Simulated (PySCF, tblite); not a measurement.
**C6H13Si radical: geometry, infrared bands and EPR parameters**

What infrared bands and EPR parameters should C6H13Si radical (`C[CH]C[Si@@H]1C[C@H]1C`) show?

The runs use tblite 0.8.0 and PySCF 2.14.0, with density-fitted response routines of our own; the level of theory stands in each step. All values are computed, except where a source is named. Atoms count from 0, in the outputs and in this text.

## (1) The starting structure

20 atoms, charge 0, multiplicity 2; geometry from: force field or distance geometry start.

Bonds of the start (Å): C0–C1 1.50, C1–C2 1.51, C2–Si3 1.83, Si3–C4 1.89, C4–C5 1.54, C5–C6 1.53, C5–Si3 1.82, C0–H7 1.10, C0–H8 1.11, C0–H9 1.13, C1–H10 1.11, C2–H11 1.13, C2–H12 1.12, Si3–H13 1.49, C4–H14 1.11, C4–H15 1.10, C5–H16 1.09, C6–H17 1.09, C6–H18 1.12, C6–H19 1.12.

## (2) Geometry optimisation with GFN2-xTB

Job settings and geometry (Å):

```
{"job": {"kind": "relax", "xc": "GFN2-xTB", "basis": "xTB"}, "charge": 0, "multiplicity": 2}
C     -2.542600     0.763700    -0.463300
C     -2.179500    -0.623000    -0.916600
C     -1.250500    -1.293900     0.067800
Si     0.541600    -1.038800    -0.221800
C      1.288000     0.073600     1.115400
C      1.320500     0.605100    -0.325500
C      2.774900     0.752100    -0.769000
H     -1.711100     1.488500    -0.523500
H     -2.929800     0.730400     0.576900
H     -3.423700     1.118300    -1.078100
H     -3.086600    -1.247800    -1.071000
H     -1.564200    -0.923300     1.088100
H     -1.489800    -2.388400     0.116500
H      1.332800    -2.237400    -0.629900
H      0.565900     0.634200     1.748200
H      2.210800    -0.330100     1.554100
H      0.681200     1.444200    -0.603300
H      2.883600     1.067400    -1.810700
H      3.372100    -0.160700    -0.533800
H      3.201200     1.576400    -0.143100
```

Started as:

```sh
> OMP_NUM_THREADS=1 python probes_run.py task.json out
```

One launch serves the whole session: the jobs run in the order shown.

The program printed:

```text
step      E/eV     max force
  0    -572.18084    2.623
  1    -572.50385    1.391
  2    -572.64391    0.717
  3    -572.72284    0.699
  4    -572.79281    0.611
  5    -572.84301    0.587
  6    -572.87963    0.432
  7    -572.90824    0.385
  8    -572.93349    0.379
  9    -572.95382    0.328
 10    -572.96889    0.300
 11    -572.98005    0.248
 12    -572.98905    0.193
 13    -572.99649    0.171
 14    -573.00272    0.206
 15    -573.00884    0.255
 16    -573.01618    0.233
 17    -573.02495    0.286
 18    -573.03395    0.260
 19    -573.04159    0.185
 20    -573.04707    0.201
 21    -573.04820    0.480
 22    -573.05516    0.203
 23    -573.05960    0.131
 24    -573.06582    0.211
 25    -573.06999    0.226
 26    -573.07429    0.182
 27    -573.07955    0.186
 28    -573.08498    0.175
 29    -573.08880    0.163
 30    -573.09355    0.172
 31    -573.09945    0.206
 32    -573.10658    0.230
 33    -573.11311    0.195
 34    -573.11840    0.187
 35    -573.12230    0.149
 36    -573.12444    0.189
 37    -573.12770    0.131
 38    -573.12991    0.157
 39    -573.13188    0.094
 40    -573.13309    0.085
 41    -573.13460    0.094
 42    -573.13577    0.088
 43    -573.13682    0.076
 44    -573.13773    0.069
 45    -573.13879    0.098
 46    -573.14020    0.113
 47    -573.14209    0.111
 48    -573.14431    0.128
 49    -573.14651    0.110
 50    -573.14847    0.117
 51    -573.15027    0.103
 52    -573.15195    0.086
 53    -573.15325    0.075
 54    -573.15407    0.054
 55    -573.15468    0.056
 56    -573.15528    0.057
 57    -573.15594    0.077
 58    -573.15659    0.058
 59    -573.15716    0.045
 60    -573.15756    0.048
 61    -573.15799    0.051
 62    -573.15838    0.047
 63    -573.15869    0.038
 64    -573.15891    0.033
 65    -573.15906    0.026
 66    -573.15919    0.028
 67    -573.15931    0.027
 68    -573.15946    0.033
 69    -573.15962    0.033
 70    -573.15976    0.030
 71    -573.15988    0.026
 72    -573.16000    0.026
 73    -573.16013    0.025
 74    -573.16024    0.020
 75    -573.16032    0.021
 76    -573.16040    0.020
 77    -573.16051    0.031
 78    -573.16064    0.032
 79    -573.16074    0.021
 80    -573.16080    0.017
 81    -573.16084    0.016
 82    -573.16089    0.027
 83    -573.16099    0.032
 84    -573.16112    0.027
 85    -573.16127    0.033
 86    -573.16145    0.035
 87    -573.16172    0.058
 88    -573.16215    0.084
 89    -573.16278    0.086
 90    -573.16343    0.051
 91    -573.16394    0.041
 92    -573.16433    0.042
 93    -573.16479    0.071
 94    -573.16527    0.078
 95    -573.16585    0.053
 96    -573.16632    0.042
 97    -573.16685    0.039
 98    -573.16718    0.046
 99    -573.16830    0.055
100    -573.16919    0.064
101    -573.16959    0.147
102    -573.17062    0.068
103    -573.17111    0.055
104    -573.17214    0.052
105    -573.17253    0.056
106    -573.17323    0.052
107    -573.17369    0.046
108    -573.17429    0.046
109    -573.17483    0.063
110    -573.17535    0.077
111    -573.17588    0.057
112    -573.17656    0.060
113    -573.17709    0.057
114    -573.17818    0.076
115    -573.17951    0.083
116    -573.18054    0.168
117    -573.18203    0.135
118    -573.18328    0.112
119    -573.18490    0.114
120    -573.18624    0.066
121    -573.18769    0.078
122    -573.18877    0.061
123    -573.18941    0.069
124    -573.19020    0.072
125    -573.19120    0.066
126    -573.19194    0.077
127    -573.19292    0.069
128    -573.19392    0.076
129    -573.19487    0.084
130    -573.19581    0.075
131    -573.19637    0.050
132    -573.19692    0.061
133    -573.19748    0.066
134    -573.19811    0.060
135    -573.19870    0.071
136    -573.19946    0.067
137    -573.20003    0.056
138    -573.20054    0.057
139    -573.20106    0.061
140    -573.20166    0.057
141    -573.20216    0.072
142    -573.20261    0.061
143    -573.20305    0.055
144    -573.20380    0.069
145    -573.20459    0.068
146    -573.20535    0.052
147    -573.20570    0.046
148    -573.20591    0.039
149    -573.20612    0.040
150    -573.20651    0.044
151    -573.20679    0.047
152    -573.20703    0.042
153    -573.20724    0.029
154    -573.20741    0.030
155    -573.20756    0.028
156    -573.20768    0.021
157    -573.20779    0.026
158    -573.20787    0.019
159    -573.20793    0.019
160    -573.20797    0.016
161    -573.20803    0.018
162    -573.20812    0.026
163    -573.20822    0.028
164    -573.20834    0.030
165    -573.20848    0.026
166    -573.20864    0.027
167    -573.20885    0.033
168    -573.20904    0.032
169    -573.20920    0.031
170    -573.20931    0.027
171    -573.20939    0.021
172    -573.20946    0.020
173    -573.20955    0.020
174    -573.20966    0.021
175    -573.20978    0.026
176    -573.20988    0.021
177    -573.20996    0.025
178    -573.21004    0.020
179    -573.21015    0.032
180    -573.21029    0.036
181    -573.21046    0.028
182    -573.21059    0.023
183    -573.21070    0.018
184    -573.21081    0.025
185    -573.21091    0.024
186    -573.21098    0.015
187    -573.21104    0.016
188    -573.21109    0.021
189    -573.21113    0.017
190    -573.21117    0.013
191    -573.21120    0.010
192    -573.21122    0.013
193    -573.21124    0.012
194    -573.21125    0.009
```

Run time: 2.1 s. Hardware: 1 thread of Intel Xeon at 2.70GHz, shared host.

The steps of the relaxation: (not every step is listed)

| step | energy from step 0 (eV) | largest force (eV/Å) |
| --- | --- | --- |
| 0 | 0.0000 | 2.6228 |
| 1 | -0.3230 | 1.3913 |
| 2 | -0.4631 | 0.7170 |
| 3 | -0.5420 | 0.6990 |
| 4 | -0.6120 | 0.6113 |
| 5 | -0.6622 | 0.5869 |
| 6 | -0.6988 | 0.4324 |
| 7 | -0.7274 | 0.3854 |
| 8 | -0.7527 | 0.3793 |
| 26 | -0.8935 | 0.1822 |
| 44 | -0.9569 | 0.0688 |
| 62 | -0.9775 | 0.0473 |
| 80 | -0.9800 | 0.0167 |
| 98 | -0.9863 | 0.0460 |
| 116 | -0.9997 | 0.1681 |
| 134 | -1.0173 | 0.0598 |
| 152 | -1.0262 | 0.0425 |
| 170 | -1.0285 | 0.0269 |
| 188 | -1.0303 | 0.0206 |
| 189 | -1.0303 | 0.0172 |
| 190 | -1.0303 | 0.0134 |
| 191 | -1.0304 | 0.0102 |
| 192 | -1.0304 | 0.0127 |
| 193 | -1.0304 | 0.0117 |
| 194 | -1.0304 | 0.0095 |

Distances of close pairs at the start and the end, largest changes first:

| bond | before (Å) | after (Å) | change (Å) |
| --- | --- | --- | --- |
| C2–Si3 | 1.833 | 1.921 | +0.088 |
| Si3–C5 | 1.822 | 1.889 | +0.067 |
| C1–C2 | 1.511 | 1.465 | -0.046 |
| C2–H11 | 1.130 | 1.090 | -0.040 |
| Si3–H13 | 1.493 | 1.455 | -0.038 |
| C0–H9 | 1.131 | 1.094 | -0.037 |
| C1–H10 | 1.112 | 1.077 | -0.036 |
| C2–H12 | 1.121 | 1.088 | -0.033 |

The end geometry stands in the next job.

## (3) Infrared spectrum with GFN2-xTB

Job settings and geometry (Å):

```
{"job": {"kind": "ir", "xc": "GFN2-xTB", "basis": "xTB"}, "charge": 0, "multiplicity": 2}
C     -2.447339     0.629425    -1.120985
C     -2.242804    -0.771993    -0.691075
C     -1.466522    -1.111047     0.503758
Si     0.394179    -1.005404     0.037331
C      1.698862    -0.471337     1.289801
C      1.314705     0.626842     0.276670
C      2.398503     1.091438    -0.664527
H     -1.974456     0.827897    -2.088435
H     -2.034856     1.320855    -0.390196
H     -3.511546     0.851701    -1.245240
H     -2.541191    -1.559984    -1.361323
H     -1.654519    -0.408166     1.315669
H     -1.696033    -2.115877     0.852925
H      0.788709    -1.861617    -1.070754
H      1.446307    -0.280037     2.323612
H      2.708095    -0.846693     1.196900
H      0.786448     1.464961     0.722134
H      1.977397     1.665066    -1.488482
H      2.934087     0.240074    -1.077889
H      3.116826     1.724573    -0.142324
```

The program printed:

```text
mode    cm-1     km/mol
  1     -51.4      3.00
  2      38.6      0.38
  3      61.6      0.05
  4      96.2      4.40
  5     136.5      2.06
  6     192.1      0.85
  7     199.3      1.95
  8     244.6      2.95
  9     366.8      7.45
 10     399.5      4.32
 11     431.5     36.32
 12     476.2     53.18
 13     606.3     77.51
 14     633.8     26.11
 15     664.8     23.19
 16     717.9     40.37
 17     766.3     59.87
 18     794.6     54.03
 19     904.4     27.42
 20     932.6     40.67
 21     938.9      6.18
 22     972.3      4.91
 23     994.1      4.88
 24    1018.6     20.50
 25    1033.6      6.72
 26    1101.7     17.46
 27    1142.6      6.83
 28    1157.2     15.56
 29    1172.5      8.88
 30    1193.3      0.76
 31    1199.0      7.71
 32    1315.7      1.46
 33    1347.1     32.08
 34    1401.8      4.09
 35    1412.2      0.83
 36    1443.4      0.49
 37    1453.8      1.01
 38    1466.7      3.91
 39    1491.8      3.79
 40    1503.3      1.22
 41    1506.5      1.72
 42    2321.6    294.77
 43    2904.8     33.56
 44    2944.3     58.43
 45    2962.2     23.54
 46    2986.0     50.54
 47    2992.5     25.04
 48    2998.0     36.92
 49    3016.1     45.38
 50    3032.6     35.80
 51    3036.5     26.58
 52    3056.0     31.49
 53    3070.5     52.25
 54    3104.6     64.51
```

Run time: 1.1 s. Hardware: 1 thread of Intel Xeon at 2.70GHz, shared host.

The strongest bands and the atoms that carry them (share of the mass-weighted mode):

| cm⁻¹ | km/mol | atoms |
| --- | --- | --- |
| 476 | 53.2 | H13 74 % |
| 606 | 77.5 | H13 73 % |
| 766 | 59.9 | Si3 33 %, C2 19 %, C4 14 % |
| 795 | 54.0 | H12 26 %, H11 24 %, C2 23 % |
| 2322 | 294.8 | H13 97 % |
| 2944 | 58.4 | H9 67 %, H7 28 % |
| 3070 | 52.2 | H15 73 %, H14 16 % |
| 3105 | 64.5 | H10 92 % |

## (4) g tensor and hyperfine couplings: B3LYP/pcH-1

Same as in step 3 but for these lines:

```diff
@@ -1,2 +1,2 @@
-{"job": {"kind": "ir", "xc": "GFN2-xTB", "basis": "xTB"}, "charge": 0, "multiplicity": 2}
+{"job": {"kind": "epr", "basis": "pcH-1"}, "charge": 0, "multiplicity": 2}
 C     -2.447339     0.629425    -1.120985
```

Method: UKS B3LYP, pcH-1 on C H Si, non-relativistic, mean-field spin-orbit, GIAO.

The program printed:

```text
UKS, coarse grid
  cycle   1  E = -525.80697452  |g| = 4.35e-01
  cycle   2  E = -525.71852078  |g| = 5.90e-01
  cycle   3  E = -525.90508004  |g| = 7.32e-02
  cycle   4  E = -525.90736610  |g| = 3.95e-02
  cycle   5  E = -525.90819827  |g| = 6.34e-03
  cycle   6  E = -525.90822277  |g| = 2.83e-03
  cycle   7  E = -525.90822724  |g| = 1.14e-03
  cycle   8  E = -525.90822827  |g| = 3.66e-04
UKS, final grid
  cycle   1  E = -525.90818872  |g| = 4.30e-04
  cycle   2  E = -525.90818864  |g| = 6.06e-04
  cycle   3  E = -525.90818882  |g| = 3.77e-05
  cycle   4  E = -525.90818882  |g| = 1.58e-05
E = -525.90818882 Eh   <S^2> = 0.7542 (exact 0.7500)
g shifts (ppm)      1          2          3
  rmc          -149       -149       -149
  gc             -1         32         29
  oz_so          12        377       1095
  total        -139        259        975
hyperfine (MHz)  atom isotope    a_iso     a_fc   dipolar eigenvalues
    0   13C     -31.75     -31.76     -2.38      0.32      2.06
    1   13C      91.15      91.26    -77.88    -76.94    154.81
    2   13C     -31.15     -31.16     -3.34      0.80      2.54
    3  29Si    -181.05    -181.17    -19.40      7.83     11.57
    4   13C      17.29      17.30     -3.69     -3.46      7.16
    5   13C      -2.36      -2.36     -0.44     -0.02      0.47
    6   13C      -0.27      -0.27     -0.18     -0.09      0.27
    7    1H     106.12     106.12     -4.84     -3.29      8.13
    8    1H       2.65       2.65     -4.38     -3.58      7.96
    9    1H     102.00     102.00     -5.15     -3.97      9.12
   10    1H     -60.06     -60.08    -37.06      0.19     36.87
   11    1H      57.34      57.34     -4.34     -3.76      8.10
   12    1H      33.29      33.29     -4.32     -3.95      8.27
   13    1H      -0.76      -0.76     -2.80     -1.49      4.29
   14    1H      -2.54      -2.54     -1.96     -0.47      2.43
   15    1H       2.29       2.29     -2.11     -0.43      2.54
   16    1H       3.75       3.75     -1.32     -0.74      2.07
   17    1H       0.17       0.17     -0.70     -0.51      1.21
   18    1H      -0.02      -0.02     -0.68     -0.40      1.08
   19    1H      -0.22      -0.22     -0.49     -0.30      0.79
```

Wall time 2.4 min (1 thread of Intel Xeon at 2.70GHz, shared host); peak memory 0.98 GiB.

Principal g values 2.00218, 2.00258, 2.00329; g(iso) = 2.00268, against 2.00232 for a free electron.

Hyperfine couplings; where a row names several nuclei, a(iso) is their mean (it holds for fast rotation or exchange) and the dipolar term the largest among them:

| nuclei | isotope | a(iso) (MHz) | a(iso) (G, at g = 2.0023) | largest dipolar term (MHz) |
| --- | --- | --- | --- | --- |
| Si3 | 29Si | -181.1 | -64.6 | -19.4 |
| C1 | 13C | 91.2 | 32.5 | 154.8 |
| H7, H8, H9 | 1H | 70.3 | 25.1 | 9.1 |
| H10 | 1H | -60.1 | -21.4 | -37.1 |
| H11 | 1H | 57.3 | 20.5 | 8.1 |
| H12 | 1H | 33.3 | 11.9 | 8.3 |
| C0 | 13C | -31.7 | -11.3 | -2.4 |
| C2 | 13C | -31.1 | -11.1 | -3.3 |
| C4 | 13C | 17.3 | 6.2 | 7.2 |
| H16 | 1H | 3.8 | 1.3 | 2.1 |
| H14 | 1H | -2.5 | -0.9 | 2.4 |
| C5 | 13C | -2.4 | -0.8 | 0.5 |
| H15 | 1H | 2.3 | 0.8 | 2.5 |
| H13 | 1H | -0.8 | -0.3 | 4.3 |

Mulliken spin populations:

C0 -0.08; C1 0.97; C2 -0.07; Si3 0.07; C4 0.04; C5 0.00; C6 0.00; H7 0.04; H8 0.00; H9 0.04; H10 -0.04; H11 0.02; H12 0.01; H13 0.00; H14 0.00; H15 0.00; H16 0.00; H17 0.00; H18 0.00; H19 0.00

In first order the couplings over 0.8 MHz of 1H give 256 distinct lines over 132.0 G, if the averaged nuclei exchange fast.

The fields below are evaluated on a grid from the run's orbitals.

ELF in a plane through or near 7 of the atoms.

Values, 10 rows by 14 columns:
```
0.00 0.00 0.00 0.00 0.00 0.00 0.00 0.00 0.00 0.00 0.00 0.00 0.00 0.00
0.00 0.00 0.00 0.00 0.00 0.00 0.01 0.00 0.04 0.20 0.00 0.00 0.00 0.00
0.00 0.00 0.00 0.30 0.17 0.30 0.45 0.06 0.86 0.99 0.37 0.00 0.00 0.00
0.00 0.00 0.07 0.99 0.97 0.79 0.67 0.64 0.72 0.75 0.06 0.07 0.00 0.00
0.00 0.00 0.00 0.15 0.29 0.31 0.30 0.15 0.64 0.68 0.79 0.53 0.02 0.00
0.00 0.00 0.04 0.36 0.55 0.56 0.89 0.47 0.13 0.79 0.56 0.06 0.00 0.00
0.00 0.00 0.16 0.57 0.25 0.60 0.05 0.01 0.28 0.93 0.55 0.39 0.03 0.00
0.00 0.00 0.02 0.09 0.96 1.00 0.27 0.00 0.75 0.99 0.69 0.05 0.00 0.00
0.00 0.00 0.00 0.01 0.32 0.55 0.01 0.00 0.01 0.14 0.02 0.00 0.00 0.00
0.00 0.00 0.00 0.00 0.00 0.00 0.00 0.00 0.00 0.00 0.00 0.00 0.00 0.00
```
The map spans 12.2 Å across and 9.7 Å up, centred on the molecule. Atoms in the plane (x, y in Å): C1 (2.4, 0.2), Si3 (-0.3, 0.9), C6 (-2.4, -1.2), H7 (2.1, -1.9), H12 (1.8, 2.3), H15 (-2.7, 1.5), H17 (-1.9, -2.2).

On the surface of density 0.002 e/bohr³ the electrostatic potential runs, from the 1st to the 99th percentile, from -0.49 to 0.73 V.

The spin density lies nearest to C1 62 %; H10 7 %.

## (5) Results

| quantity | value |
| --- | --- |
| strongest single infrared mode (GFN2-xTB) | 2322 cm⁻¹, 295 km/mol |
| zero-point energy (GFN2-xTB) | 104.9 kcal/mol |
| g(iso) (B3LYP) | 2.00268 |
| ⟨S²⟩ | 0.754 (exact 0.75) |
| largest a(iso) (averaged by class) | 29Si on Si3, -181.1 MHz |
| surface potential, 1st and 99th percentile | -0.49 V and 0.73 V |

**Reading.** The optimisation took 194 steps and gained 1.030 eV; among the close pairs (by a distance rule), C2–Si3 changed most, from 1.833 to 1.921 Å. The lowest mode is imaginary (51i cm⁻¹), so the xTB geometry is not a minimum. The strongest single mode, at 2322 cm⁻¹, moves mainly H13. Unscaled tight-binding wavenumbers are off by several per cent, some by more. Its intensities can rank the bands wrongly. C1 carries the largest spin population, 0.97 e. The isotropic g lies 0.4 ppt above the free-electron value.
